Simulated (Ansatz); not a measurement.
# CoC6N6: a relaxation

Aim: relax the cell and atoms of CoC6N6.

Program: Ansatz 0.2.0. Level of theory: DFT PBE+D3(BJ), scalar-relativistic, plane waves, PAW. These are calculated values, not measurements.

### 1 The system as given

The structure is trigonal, space group P-31m (No. 162). The conventional cell has a = 6.814 Å, b = 6.814 Å, c = 6.026 Å, α = 90.00°, β = 90.00°, γ = 120.00°. Around Co (site symmetry -3m) lie 6 C at 1.88 Å. C (site symmetry m) is surrounded by 1 N at 1.18 Å. N (site symmetry m) is surrounded by 1 C at 1.18 Å.

Coordinates:

```cif
data_structure
_symmetry_space_group_name_H-M 'P-31m'
_symmetry_Int_Tables_number 162
_cell_length_a 6.8143
_cell_length_b 6.8143
_cell_length_c 6.0255
_cell_angle_alpha 90.000
_cell_angle_beta 90.000
_cell_angle_gamma 120.000
_cell_volume 242.31
loop_
_atom_site_label
_atom_site_type_symbol
_atom_site_symmetry_multiplicity
_atom_site_Wyckoff_symbol
_atom_site_fract_x
_atom_site_fract_y
_atom_site_fract_z
_atom_site_occupancy
Co1 Co 1 a 0.00000 0.00000 0.00000 1
C1 C 6 k 0.00000 0.21832 0.81045 1
N1 N 6 k 0.00000 0.36088 0.69895 1
```

The structure comes from the Materials Project (structure only).

(A quick probe on a coarse mesh, which set the mesh and smearing, is not shown.)

### 3 The relaxation

input.yaml

```yaml
crystal:
  lattice:
    - [6.8142839544, 0.0, 0.0]
    - [-3.4071419772, 5.9013430132, 0.0]
    - [0.0, 0.0, 6.025542]
  atoms:
    - { symbol: Co, position: [0.0, 0.0, 0.0], spin: 0.95 }
    - { symbol: C, position: [0.0, 0.218316, 0.810453] }
    - { symbol: C, position: [0.218316, 0.0, 0.810453] }
    - { symbol: C, position: [0.781684, 0.781684, 0.810453] }
    - { symbol: C, position: [0.0, 0.781684, 0.189547] }
    - { symbol: C, position: [0.781684, 0.0, 0.189547] }
    - { symbol: C, position: [0.218316, 0.218316, 0.189547] }
    - { symbol: "N", position: [0.0, 0.360884, 0.698945], spin: 0.11 }
    - { symbol: "N", position: [0.360884, 0.0, 0.698945], spin: 0.11 }
    - { symbol: "N", position: [0.639116, 0.639116, 0.698945], spin: 0.11 }
    - { symbol: "N", position: [0.0, 0.639116, 0.301055], spin: 0.11 }
    - { symbol: "N", position: [0.639116, 0.0, 0.301055], spin: 0.11 }
    - { symbol: "N", position: [0.360884, 0.360884, 0.301055], spin: 0.11 }
basis:
  ecutwfc: 420
kpoints:
  mp_grid: { grid: [6, 6, 6] }
hamiltonian:
  xc: pbe
  dispersion: d3bj
scf:
  occupations: { method: gaussian, width: 0.1 }
output:
  forces: true
  stress: true
  eigenvalues: true
  populations: true
magnetization:
  spin_polarized: true
relax:
  adjacent_minimum: "off"
  f_tol: 0.005
  max_steps: 80
  cell: { stress_tol: 0.05 }
```

Started as:

```bash
$ ansatz run input.yaml --threads 4 --pin off --max-ram 2560MiB --backend cpu --events-out ev --progress --plain --runs-dir out
```

Further runs follow: relaxation repeated from the new cell.

What does the calculation give? Wanted: relaxed cell; volume; total moment; gap on the mesh.

**Answer**, as computed:

| quantity | value |
| --- | --- |
| relaxed cell | a = 5.804 Å, b = 5.804 Å, c = 6.559 Å, α = 90.00°, β = 90.00°, γ = 120.00° |
| space group (0.01 Å) | P-31m (No. 162) |
| volume | 14.72 Å³/atom |
| total moment | 3.00 μB/cell |
| gap on the mesh | none (metal) |

Relaxation lowered the volume by 21.0 %. The shape changed too: the edges of the input's cell moved by -14.8, -14.8, +8.9 %.
